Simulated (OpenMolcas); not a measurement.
**Mo³⁺ among point charges: CASSCF and CASPT2 levels and susceptibility**

How does a field of 6 point charges split the states of Mo³⁺, and what χT follows?

Method: state-averaged CASSCF and CASPT2, spin-orbit coupling by RASSI with atomic mean-field integrals. Code: OpenMolcas 26.06.

## (1) The system

- Species: Mo³⁺ (molybdenum, Z = 42, 39 electrons)
- Basis: ANO-RCC-VDZP [6s5p3d1f], 43 functions
- Scalar Hamiltonian: DKH2, point nucleus
- Inactive shells: 1s 2s 2p 3s 3p 3d 4s 4p
- Active space: 3 electrons in 5 orbitals (4d)
- Some configurations of this space: 4d3
- Orbitals: optimised for each spin and parity, averaged over all roots

Outer shells as boxes (Hund's rule):

4d3
```
4d [↑ ][↑ ][↑ ][  ][  ]
```

The ion sits among 6 point charges of -0.75 e arranged as an octahedron (Oh), 2.23 Å from the ion.

Each step is its own input file, run in one work folder so that later steps find the files of earlier ones. Labels, J, g values, rates, χT and fits are worked out afterwards by a script from the matrices that RASSI stores. The input lists half of the charges; inversion (Group=XYZ) makes the rest.

## (2) One- and two-electron integrals

Input file a.inp:

```
&GATEWAY
Coord
1

Mo 0.0 0.0 0.0
Basis=ANO-RCC-VDZP
Group=XYZ
NoMove
AngMom=0.0 0.0 0.0
AMFI
XField
3 Angstrom 0
2.230000 0.000000 0.000000 -0.750000
0.000000 2.230000 0.000000 -0.750000
0.000000 0.000000 2.230000 -0.750000
&SEWARD
```

Command:

```bash
$ OMP_NUM_THREADS=1 MOLCAS_MEM=1689 MOLCAS_PROJECT=a pymolcas a.inp > a.log
```

## (3) CASSCF: quartets of even parity, 10 roots

Input file a.inp:

```
&RASSCF
FileOrb=start.orb
Symmetry=1
Spin=4
nActEl=3 0 0
Inactive=9 9
Ras2=5 0
CIRoot=10 10 1
SDav=10
CIMx=300
Iter=120 100
PrWF=0.3
OrbListing=Nothing
MaxOrb=0
>>> COPY $Project.JobIph JOB001
```

start.orb holds the contracted functions of the basis, ordered by shell, or the orbitals of the step before.

## (4) Reference wave functions, doublets of even parity, 40 roots

Input file a.inp:

```
&RASSCF
FileOrb=start.orb
Symmetry=1
Spin=2
nActEl=3 0 0
Inactive=9 9
Ras2=5 0
CIRoot=40 40 1
SDav=40
CIMx=300
Iter=120 100
PrWF=0.3
OrbListing=Nothing
MaxOrb=0
>>> COPY $Project.JobIph JOB002
```

## (5) State interaction with spin-orbit coupling

Input file a.inp:

```
&RASSI
NrOfJobIphs=2 10 40
1 2 3 4 5 6 7 8 9 10
1 2 3 4 5 6 7 8 9 10 11 12 13 14 15 16 17 18 19 20 21 22 23 24 25 26 27
28 29 30 31 32 33 34 35 36 37 38 39 40
IphNames
JOB001
JOB002
EJob
SpinOrbit
DIPRint=1.0
SOCoupling=1000.0
Subsets=2
Property=9
'ANGMOM' 1 'ANGMOM' 2 'ANGMOM' 3 'MLTPL  1' 1 'MLTPL  1' 2 'MLTPL  1' 3
'AMFI' 1 'AMFI' 2 'AMFI' 3
SOProperty=3
'ANGMOM' 1 'ANGMOM' 2 'ANGMOM' 3
```

## (6) CASPT2: IPEA 0.25, imaginary shift 0.1 (closed shells correlated: 4s 4p)

Input file a.inp:

```
>>> COPY JOB001 $Project.JobIph
&CASPT2
Multistate=10 1 2 3 4 5 6 7 8 9 10
NoMult
Frozen=8 6
IPEA=0.25
Imaginary=0.1
MaxIter=60
WThr=0.0 0.3 0.05
PrWF=0.5
NoMix
>>> COPY JOB002 $Project.JobIph
&CASPT2
Multistate=40 1 2 3 4 5 6 7 8 9 10 11 12 13 14 15 16 17 18 19 20 21 22
23 24 25 26 27 28 29 30 31 32 33 34 35 36 37 38 39 40
NoMult
Frozen=8 6
IPEA=0.25
Imaginary=0.1
MaxIter=60
WThr=0.0 0.3 0.05
PrWF=0.5
NoMix
```

(Steps that only read results are left out.)

**Question.** What will these runs give? Wanted: spin-free ground state; first state of the same spin within the active space; lowest level; next level.

**Answer**, as computed:

```
                                            quantity                                                                        value
                                              method  SS-CASPT2, IPEA 0.25, imaginary shift 0.1 (closed shells correlated: 4s 4p)
                              spin-free ground state                                              4A2, 1-fold in its orbital part
first state of the same spin within the active space                                                             4T2 at 3190 cm⁻¹
                                        lowest level                                                                    4-fold Γ8
                                          next level                                                                  3172.4 cm⁻¹
                                         χT at 300 K                                                               0.96 cm³ K/mol
                           effective moment at 300 K                                                                      2.78 μB
```

Cost by method:

```tsv
method	time of its own steps	time with the reference
A. CASSCF	6.3 s	6.3 s
B. SS-CASPT2, IPEA 0.25, imaginary shift 0.1, +4s 4p	1.9 s	8.1 s
```

Times are of one thread on a shared host.

What this shows: The spin-free ground state (4A2) comes to 100 % from free-ion F terms and keeps the highest spin of the shell. χT at 300 K is 0.96, against 1.88 cm³ K/mol for the spin alone, so spin-orbit coupling lowers it. CASPT2 does not keep the components of a term degenerate, and the means are used. The field of point charges can differ much from that of real complexes. This is an electrostatic model: the charges have no orbitals.
